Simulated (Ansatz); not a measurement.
# LiSe+ (singlet): from Hartree-Fock to the top rungs, cc-pVTZ

The task here is to estimate one member of a computed series from the others.

Method: cc-pVTZ, core rule «outside noble gas», up to 15 orbitals frozen; program: Ansatz 0.2.0, Gaussian basis.

The runs, in order: UHF; CCSD(T) on RHF; CCSD(T) on UHF; BCCD(T) on RHF; CISD; CCSDT(Q) on RHF; CCSDT(Q) on UHF.

17 further runs of the same task are left out: 7 for a known fault of the program, 5 that didn't finish, 5 set aside as unsound or not needed.

## What is computed

The geometry is a PBE0/def2-TZVP stationary point (not a proven minimum) of the parent state, kept for this charge and spin. No spin-orbit coupling is included. The filled d shell of Se may be among the frozen orbitals whatever the setting's name suggests; the logs give the count.

2 atoms, charge 1, spin multiplicity 1.

Atoms are counted from 1 here; the program's logs count them from 0.

Bond lengths: Se1–Li2 2.568 Å.

The first run:

in.yaml reads:

```yaml
crystal:
  periodic: [false, false, false]
  atoms:
    - {symbol: Se, position_ang: [0.000000, 0.000000, 0.000000]}
    - {symbol: Li, position_ang: [0.000000, 0.000000, 2.568200]}
basis:
  gaussian: {orbitals: cc-pVTZ}
total_charge: 1
magnetization: {spin_polarized: true, initial_magnetization: 0}
hamiltonian: {xc: hf}
output: {orbitals: {seedname: orbitals}}
```

Launch:

```sh
ansatz run in.yaml --threads 1 --pin off --events-out ev --progress --plain --max-ram 2393MiB
```

Among the steps run: UHF; CCSD(T) on RHF; CCSD(T) on UHF; BCCD(T) on RHF; CISD; CCSDT(Q) on RHF; CCSDT(Q) on UHF.

One table of the session follows, with a row left open; its other results are not shown here.

```
   method  from RCCSDT(Q) (meV)
      RHF               +4368.9
      UHF               +2717.9
     RMP2               +1230.7
     UMP2                +114.0
     CISD                     ?
    RCCSD                +412.1
    UCCSD                -564.0
 RCCSD(T)                +219.1
 UCCSD(T)                -742.1
  BCCD(T)                +222.1
   RCCSDT                 +29.5
   UCCSDT               -1040.1
RCCSDT(Q)                     0
UCCSDT(Q)               -1111.4
```

**Question.** Estimate the row for CISD.

The run gave: from RCCSDT(Q) (meV): +632.0. In the column «from RCCSDT(Q) (meV)» it lies between RCCSD (+412.1) and RMP2 (+1230.7).

The program flags UCCSD(T), RCCSDT(Q), UCCSDT(Q) as in doubt (see the logs), so the zero of the table is itself unsure.

To keep in mind: The determinant is far from a pure spin state, so its energy mixes those of several spin states (harmless only where they are near-degenerate, as at dissociation). The report flags that the cluster equations may have other roots. The program flags UCCSD(T), RCCSDT(Q), UCCSDT(Q) as in doubt, so the zero of the table is itself unsure. Warnings: restricted reference is unstable; spin contamination. Restricted and unrestricted rows rest on different reference determinants; where their highest levels disagree by more than a few hundredths of an eV, they describe different states and don't form one ladder.
